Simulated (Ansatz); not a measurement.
# BLYP/aug-cc-pVDZ run of BBrClF (bromochlorofluoroborane)

Aim: the electronic atomisation energy of BBrClF (bromochlorofluoroborane) at BLYP/aug-cc-pVDZ, from 5 runs. 

Program for the calculation: Ansatz 0.2.0.

32 further runs of the same task are left out: 32 set aside as unsound or not needed.

## Step 1: The structure to begin with

BBrClF: 4 atoms, total charge 0, spin state singlet. As SMILES, `FB(Cl)Br`. Geometry: relaxed at PBE0-D4/def2-TZVP.

Bond lengths: F1–B2 1.309 Å, B2–Cl3 1.737 Å, B2–Br4 1.903 Å. Angles: F1–B2–Cl3 119.4°, F1–B2–Br4 119.0°, Cl3–B2–Br4 121.6°.

## Step 2: The energy at BLYP/aug-cc-pVDZ

File job.yaml:

```yaml
basis:
  gaussian: {orbitals: aug-cc-pVDZ}
crystal:
  periodic: [false, false, false]
  atoms:
    - {symbol: F, position_ang: [-0.037800, -1.335000, -0.542400]}
    - {symbol: B, position_ang: [0.000500, -0.136300, -0.018100]}
    - {symbol: Cl, position_ang: [-0.369900, 0.071000, 1.666000]}
    - {symbol: Br, position_ang: [0.462600, 1.340100, -1.125800]}
hamiltonian: {xc: {name: BLYP}}
accuracy: high
output: {orbitals: {seedname: orbitals}}
```

On the command line:

```sh
ansatz run job.yaml --threads 1 --pin off --max-ram 2610MiB --events-out events.jsonl --progress --plain --runs-dir runs
```

The program printed:

```text
Warning: RAYON_NUM_THREADS=1 ignored (pool sized by the plan → 1); use --threads N
Functional definition: BLYP
  name "BLYP"
  parameter beta = 0.0042
  parameter a = 0.04918
  parameter b = 0.132
  parameter c = 0.2533
  parameter d = 0.349
  exchange = b88_x(beta = beta)
  correlation = lyp_c(a = a, b = b, c = c, d = d)
2109 factors; integrals over basis functions are off by at most 4.3e-9 eV
mean field evaluation 1: about -85963.3287 eV, gradient 3.5e1 eV
mean field evaluation 2: about -85955.8696 eV, gradient 7.5e1 eV
mean field evaluation 4: about -85965.5871 eV, gradient 2.9e0 eV
mean field evaluation 8: about -85965.6081 eV, gradient 2.0e-1 eV
mean field evaluation 16: about -85965.6082 eV, gradient 1.6e-5 eV
mean field -85965.60820984 eV, -3159.1778321295 hartree, gradient 6.1e-8 eV, S^2 0.000000; 0 other end points of the search recorded, 0 dependent functions left out
reference -85965.60825830 eV, -3159.1778339104 hartree; 33, 33 occupied and 76, 76 virtual orbitals, 2109 factors
Total energy: -85965.60825830 eV, -3159.1778339104 hartree
```

Wall time 13 s (1 thread of Arm Neoverse V2, shared host); peak memory 0.29 GiB.

## Step 3: The B atom, same level

File run.yaml:

```yaml
crystal:
  periodic: [false, false, false]
  atoms:
    - {symbol: B, position_ang: [0.000000, 0.000000, 0.000000]}
basis:
  gaussian:
    orbitals: aug-cc-pVDZ
magnetization:
  spin_polarized: true
  initial_magnetization: 1
hamiltonian:
  xc: {name: BLYP}
accuracy: high
```

Run the same way, it converges to -24.64877 Eh (log not shown).

## Step 4: The Br atom, same level

File input.yaml:

```yaml
crystal:
  periodic: [false, false, false]
  atoms:
    - {symbol: Br, position_ang: [0.000000, 0.000000, 0.000000]}
basis:
  gaussian: {orbitals: aug-cc-pVDZ}
magnetization: {spin_polarized: true, initial_magnetization: 1}
hamiltonian: {xc: {name: BLYP}}
accuracy: high
```

Run the same way, it converges to -2574.11366 Eh (log not shown).

## Step 5: The Cl atom

File in.yaml:

```yaml
crystal:
  periodic: [false, false, false]
  atoms:
    - symbol: Cl
      position_ang: [0.000000, 0.000000, 0.000000]
basis:
  gaussian:
    orbitals: aug-cc-pVDZ
total_charge: 0
magnetization:
  spin_polarized: true
  initial_magnetization: 1
hamiltonian:
  xc: {name: BLYP}
accuracy: high
```

Run the same way, it converges to -460.14340 Eh (log not shown).

## Step 6: The F atom, same level

File job.yaml:

```yaml
crystal:
  periodic: [false, false, false]
  atoms:
    - {symbol: F, position_ang: [0.000000, 0.000000, 0.000000]}
basis:
  gaussian:
    orbitals: aug-cc-pVDZ
magnetization:
  spin_polarized: true
  initial_magnetization: 1
hamiltonian:
  xc: {name: BLYP}
accuracy: high
```

On the command line:

```sh
ansatz run job.yaml --threads 1 --pin off --max-ram 2610MiB --events-out events.jsonl --progress --plain --runs-dir runs
```

The program printed:

```text
Warning: RAYON_NUM_THREADS=1 ignored (pool sized by the plan → 1); use --threads N
Functional definition: BLYP
  name "BLYP"
  parameter beta = 0.0042
  parameter a = 0.04918
  parameter b = 0.132
  parameter c = 0.2533
  parameter d = 0.349
  exchange = b88_x(beta = beta)
  correlation = lyp_c(a = a, b = b, c = c, d = d)
199 factors; integrals over basis functions are off by at most 2.8e-9 eV
mean field evaluation 1: about -2713.6874 eV, gradient 5.7e0 eV
mean field evaluation 2: about -2713.6893 eV, gradient 5.6e0 eV
mean field evaluation 4: about -2713.7854 eV, gradient 8.1e-3 eV
mean field evaluation 8: about -2713.7854 eV, gradient 2.5e-5 eV
mean field evaluation 16: about -2713.7851 eV, gradient 1.5e-1 eV
mean field evaluation 32: about -2713.7854 eV, gradient 4.9e-4 eV
mean field -2713.78539615 eV, -99.7297738387 hartree, gradient 9.1e-8 eV, S^2 0.751272; 2 other end points of the search recorded, 0 dependent functions left out
reference -2713.78542830 eV, -99.7297750201 hartree; 5, 4 occupied and 18, 19 virtual orbitals, 199 factors
Total energy: -2713.78542830 eV, -99.7297750201 hartree
```

Run time: 0.56 s. Hardware: 1 thread of Arm Neoverse V2, shared host.

## Step 7: Outcome

At BLYP/aug-cc-pVDZ:

```
                     quantity           value
       molecule: total energy  -3159.17783 Eh
        molecule: HOMO energy        -7.37 eV
        molecule: LUMO energy        -2.06 eV
      molecule: HOMO–LUMO gap         5.30 eV
         B atom: total energy    -24.64877 Eh
                 B atom: ⟨S²⟩           0.753
        Br atom: total energy  -2574.11366 Eh
                Br atom: ⟨S²⟩           0.751
        Cl atom: total energy   -460.14340 Eh
                Cl atom: ⟨S²⟩           0.752
         F atom: total energy    -99.72978 Eh
                 F atom: ⟨S²⟩           0.751
electronic atomisation energy       14.755 eV
```

**Reading.** Taking the molecule apart into free atoms costs 14.75 eV (340 kcal/mol), before zero-point energy and without spin-orbit coupling.
